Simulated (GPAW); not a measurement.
## Ti3As: relaxation of cell and atoms with PBEsol

The system is Ti3As.

```xyz
8
Lattice="5.0218 0.0000 0.0000 0.0000 5.0218 0.0000 0.0000 0.0000 5.0218" Properties=species:S:1:pos:R:3 pbc="T T T"
As    0.0000    0.0000    0.0000
As    2.5109    2.5109    2.5109
Ti    0.0000    2.5109    3.7663
Ti    0.0000    2.5109    1.2554
Ti    3.7663    0.0000    2.5109
Ti    1.2554    0.0000    2.5109
Ti    2.5109    3.7663    0.0000
Ti    2.5109    1.2554    0.0000
```

The cell comes from a database or a generator and needn't be the stable form of this composition.

```json
{"Program": "GPAW 26.7.0", "Task": "relaxation of cell and atoms", "Functional": "PBEsol", "Potentials or basis": "PAW data sets generated in the run's folder for this functional", "Cutoff": "600 eV", "Basis": "pw", "k mesh": "4 × 4 × 4", "Occupations": "fermi-dirac, width 0.05 eV", "Spin": "no spin polarisation", "Maxiter": "150", "Optimizer": "BFGS", "Fmax": "0.02 eV/Å", "Max steps": "60", "Convergence": "density=1e-05 forces=0.0001"}
```

| Item | Value |
| --- | --- |
| Relaxed volume | 15.23 Å³/atom |
| Relaxed cell | a = 4.957 Å, b = 4.957 Å, c = 4.957 Å, α = 90.00°, β = 90.00°, γ = 90.00° |
| Space group after relaxing (to 0.05 Å) | Pm-3n (No. 223) |
| Energy gained by relaxing | 6.9 meV/atom |
| Ionic steps | 4 |
| Pressure after relaxing | 0.0 GPa |
| Band gap on the k mesh | none (metal or under the smearing width) |

Step by step:
```tsv
step	energy change (eV)	largest force (eV/Å)	pressure (GPa)	volume (Å³)
1	0.0000	0.0000	-5.01	126.64
2	-0.0090	0.0000	-4.69	126.30
3	-0.0548	0.0000	0.22	121.62
4	-0.0551	0.0000	-0.01	121.82
```

Final structure:
```cif
data_structure
_symmetry_space_group_name_H-M 'P 1'
_symmetry_Int_Tables_number 1
_cell_length_a 4.9572
_cell_length_b 4.9572
_cell_length_c 4.9572
_cell_angle_alpha 90.000
_cell_angle_beta 90.000
_cell_angle_gamma 90.000
_cell_volume 121.82
loop_
_atom_site_label
_atom_site_type_symbol
_atom_site_fract_x
_atom_site_fract_y
_atom_site_fract_z
_atom_site_occupancy
As1 As 0.00000 0.00000 0.00000 1
As2 As 0.50000 0.50000 0.50000 1
Ti1 Ti 0.00000 0.50000 0.75000 1
Ti2 Ti 0.00000 0.50000 0.25000 1
Ti3 Ti 0.75000 0.00000 0.50000 1
Ti4 Ti 0.25000 0.00000 0.50000 1
Ti5 Ti 0.50000 0.75000 0.00000 1
Ti6 Ti 0.50000 0.25000 0.00000 1
```

Levels at points of the mesh, in eV from the Fermi level:
```tsv
k point	band 37	band 38	band 39	band 40	band 41	band 42	band 43	band 44	band 45	band 46
(0.00, 0.00, 0.00)	-1.60	-1.56	-0.55	-0.26	-0.26	-0.26	0.43	0.43	0.62	2.56
(0.50, 0.00, 0.00)	-0.75	-0.75	-0.48	-0.48	-0.33	-0.33	-0.17	-0.17	1.75	1.75
(0.50, 0.50, 0.00)	-0.89	-0.33	-0.20	0.35	0.35	0.85	0.85	0.89	0.89	0.96
(0.50, 0.50, 0.50)	-0.95	-0.95	0.46	0.46	0.46	0.46	0.46	0.46	0.46	0.46
```

It took 4.9 min on 1 thread of Arm Neoverse V1, on a shared host, peak memory 0.34 GiB.

Caveat: later steps reuse the first step's grids.
